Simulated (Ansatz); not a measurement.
Task: energies of removing a hydrogen of BClFH₂NSi, SMILES F[Si]1(Cl)BN1, with Ansatz's Python interface. Give the script and its output. Level of theory (for the species named): B3LYP, 6-31G* basis, multiplicity 1.

```tsv
atom	x (Å)	y (Å)	z (Å)
F	-0.7267	-2.2166	-0.1662
Si	-0.0174	-0.7787	0.3824
Cl	1.7052	-0.9711	1.5029
B	-0.6863	1.0394	-0.0580
N	0.2614	0.2992	-0.9631
H	-1.6793	1.7810	0.0345
H	1.2043	0.7787	-0.7782
```

`run_bde.py`
```python
'''X-H bond energies of BClFH2NSi without relaxation.'''

import ansatz
from ase import Atoms

BASIS_SET = '6-31G*'
XC = 'b3lyp'


def single_point(molecule, charge=0, unpaired=0):
    calc = molecule.calculation().basis(gaussian=BASIS_SET).functional(XC)
    if charge:
        calc = calc.charge(charge)
    if unpaired:
        calc = calc.spin('collinear', total=unpaired)
    report = calc.run().report
    if report['published_state_doubts']:
        print('  doubts:', report['published_state_doubts'])
    return report['free_energy_ev']

def without(molecule, index):
    rest = ansatz.Crystal.molecule()
    for i, site in enumerate(molecule.cartesian_sites):
        if i != index:
            rest = rest.atom(site.symbol, site.position_ang)
    return rest


def main() -> None:
    atoms = Atoms(['F', 'Si', 'Cl', 'B', 'N', 'H', 'H'], positions=[
        (-0.7267, -2.2166, -0.1662),
        (-0.0174, -0.7787, 0.3824),
        (1.7052, -0.9711, 1.5029),
        (-0.6863, 1.0394, -0.058),
        (0.2614, 0.2992, -0.9631),
        (-1.6793, 1.781, 0.0345),
        (1.2043, 0.7787, -0.7782),
    ])
    system = ansatz.Crystal.molecule_from_ase(atoms)

    whole = single_point(system, 0)
    hydrogen = single_point(ansatz.Crystal.molecule().atom('H', (0, 0, 0)), 0, 1)
    print(f'E(molecule) = {whole:.5f} eV, E(H) = {hydrogen:.5f} eV')
    for index in [5, 6]:
        radical = single_point(without(system, index), 0, 1)
        print(f'H{index}: homolysis {96.485332 * (radical + hydrogen - whole):.1f} kJ/mol')
        anion = single_point(without(system, index), -1)
        print(f'H{index}: loss of a proton {96.485332 * (anion - whole):.1f} kJ/mol')


if __name__ == '__main__':
    main()
```

```console
$ python run_bde.py
E(molecule) = -25316.98799 eV, E(H) = -13.61312 eV
H5: homolysis 397.2 kJ/mol
H5: loss of a proton 1618.1 kJ/mol
H6: homolysis 293.5 kJ/mol
H6: loss of a proton 1406.8 kJ/mol
```

Reading the output:
- Total energies depend on the basis set; only differences at equal settings carry meaning.
- The geometry is a force-field or estimated start, not a minimum of this method, and the basis set is short of its limit. All parts are taken at fixed geometry, without zero-point energy.
- b3lyp holds the VWN-RPA fit, as in Gaussian; the form of ORCA and Turbomole is b3lyp5.
- Anions want diffuse functions, which this basis lacks.
- Finished in 20 s on 1 thread of Arm Neoverse V2 (shared host), peak memory 0.29 GiB.
